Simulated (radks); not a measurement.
**Filling a parabolic well with ω = 0.629 hartree*, with a point charge of +1 at the centre: electrons 25 to 28**

Aim: add electrons one at a time to a parabolic well with ω = 0.629 hartree*, with a point charge of +1 at the centre, try the lowest free levels for each, keep the configuration of least energy, and see where shells close.

Method: non-relativistic spin-polarised Kohn-Sham, exchange-only LDA, spherically averaged shells; computed with radks, version 2.

### Step 1. The system

```
well                     : a parabolic well with ω = 0.629 hartree*, with a point charge of +1 at the centre
functional               : exchange-only LDA
levels                   : named by radial order: 1s, 1p, 1d, 2s, 1f and so on
units                    : effective atomic units, hartree* and bohr*
configuration carried in : 1s2 1p6 1d10 2s2 1f(up 4, down 0) (N = 24, energy 128.934900)
```

Further steps of the session: 25 electrons; 26 electrons; 27 electrons; 28 electrons.

What does the calculation give? Wanted: closed shells at N; largest addition energy; most unpaired electrons; configuration at N = 28.

The runs gave:

| quantity | value |
| --- | --- |
| closed shells at N | none in this range |
| largest addition energy | 0.302 hartree* at N = 27 (of N = 25 to 27) |
| most unpaired electrons | 7 at N = 27 |
| configuration at N = 28 | 1s2 1p6 1d10 2s2 1f(up 7, down 1) |

In words: No closed-shell configuration falls in this range; the second difference peaks at N = 27, where a shell is half full. Among the lowest states kept at each count, up to 7 electrons are unpaired (N = 27), since exchange favours parallel spins. Spherical averaging forbids deformation, and the greedy search can miss a lower configuration.
